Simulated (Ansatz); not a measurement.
Write a Python script for the Python package of Ansatz (0.2.0) that makes a single point from a YAML input of Ag3Sb, space group P-6m2. Use: PBEsol, PAW, cutoff 517 eV, 8×8×3 k-points, Gaussian smearing of 0.05 eV.

The script reads `scf.yaml`:
```yaml
crystal:
  lattice:
    - [3.143192, 0.0, 0.0]
    - [-1.571596, 2.722084, 0.0]
    - [0.0, 0.0, 9.615561]
  atoms:
    - { symbol: Ag, position: [0.0, 0.0, 0.5] }
    - { symbol: Ag, position: [0.333333, 0.666667, 0.264478] }
    - { symbol: Ag, position: [0.333333, 0.666667, 0.735522] }
    - { symbol: Sb, position: [0.0, 0.0, 0.0] }
kpoints:
  mp_grid: { grid: [8, 8, 3] }
hamiltonian:
  xc: pbesol
scf:
  occupations: { method: gaussian, width: 0.05 }
basis:
  ecutwfc: "38 Ry"
output:
  forces: true
  stress: true
```

`yaml_run_ag3sb.py`
```python
# -*- coding: utf-8 -*-
'''Run a YAML input for Ag3Sb from Python.'''

from collections import Counter
import json

import ansatz as az
import numpy as np

planned = az.Session.from_deck('scf.yaml').plan(threads=1, pin='off')
outcome = planned.execute()
summary = outcome.report

energy = summary['free_energy_ev']
print('Ag3Sb: {:.6f} eV = {:.6f} Ry = {:.6f} Ha'.format(energy, energy / 13.605693, energy / 27.211386))
print('Fermi level {:.4f} eV, {} k-points, {} symmetry operations'.format(summary['fermi_energy_ev'], summary['n_kpoints'], summary['n_symmetry_ops']))

# pressure is a third of the trace
print('pressure by term (GPa)')
for term, tensor in summary['stress_terms_gpa'].items():
    if np.any(tensor):
        print(f'  {term:28s} {np.trace(np.array(tensor)) / 3:12.3f}')
print(f'  {"total":28s} {np.trace(np.array(summary["stress_gpa"])) / 3:12.3f}')

told = Counter((n['data']['severity'], n['data']['kind']) for n in outcome.notices if n['event'] == 'notice')
for (severity, kind), count in sorted(told.items()):
    print(f'{severity:8s} {kind} x{count}')

keep = ['free_energy_ev', 'energy_sigma0_ev', 'fermi_energy_ev', 'n_iterations', 'converged', 'magnetization_mub', 'n_kpoints']
with open('ag3sb.json', 'w') as handle:
    json.dump({key: summary[key] for key in keep}, handle, indent=1)
```

```console
$ python yaml_run_ag3sb.py
DeckWarning: the atoms were moved onto the symmetric positions of the space group found under crystal.symmetry.tolerance 1.0e-5 (fractional; no operation is sought that the atoms, as they stand in a round, miss by more than twice it, and no atom is moved by as much as it), and the run uses the moved positions. Before a round's move an operation carried an atom to 1.57e-6 Å from where it should land, the largest such distance. Atom 1 (counting from 0) moved farthest, by 1.81e-6 Å; the longest [...]
Ag3Sb: -28974.140570 eV = -2129.560072 Ry = -1064.780036 Ha
Fermi level 14.3178 eV, 20 k-points, 12 symmetry operations
pressure by term (GPa)
  kinetic                          2320.125
  hartree                          2715.054
  ewald                           -6267.194
  local_pseudopotential            2491.125
  nonlocal_pseudopotential        -1131.951
  augmentation                      260.444
  nlcc                             -173.901
  xc                               -218.823
  augmentation_tail                   0.001
  scf_correction                     -0.005
  pulay_correction                    0.005
  total                              -5.120
audit    band_cg_iterations x1
audit    preconditioner_resolved x1
```
(Warnings from the package without file and line, shortened, repeats left out.)

`ag3sb.json`, as written:
```json
{
 "free_energy_ev": -28974.140569715506,
 "energy_sigma0_ev": -28974.138037562665,
 "fermi_energy_ev": 14.317831002597904,
 "n_iterations": 8,
 "converged": true,
 "magnetization_mub": 0.0,
 "n_kpoints": 20
}
```

Notes:
- Absolute energies stand on the zero of these potentials, so only differences at equal settings mean something. A total without «per atom» is that of the cell as typed.
- For a metal this k-point mesh is coarse: on a finer one energies can move by several to tens of meV an atom and pressures by half a GPa or more, differences at one mesh by less.
- An absolute Fermi energy rests on an arbitrary zero of the periodic potential and has no direct meaning.
- Pressure is positive in compression.
- At these settings the cell as given stands under about -5 GPa, so it isn't at this functional's equilibrium volume.
- This cell is a computed structure, which may not be the phase found in nature.
- Wall time of the script: 3.9 s on 1 thread of Intel(R) Xeon(R) 6975P-C (Granite Rapids) (shared host), peak memory 0.43 GiB.

(A comment or docstring line of the script was reworded after the run, the code is as it ran; lines on the test bed's own set-up are left out of the output.)
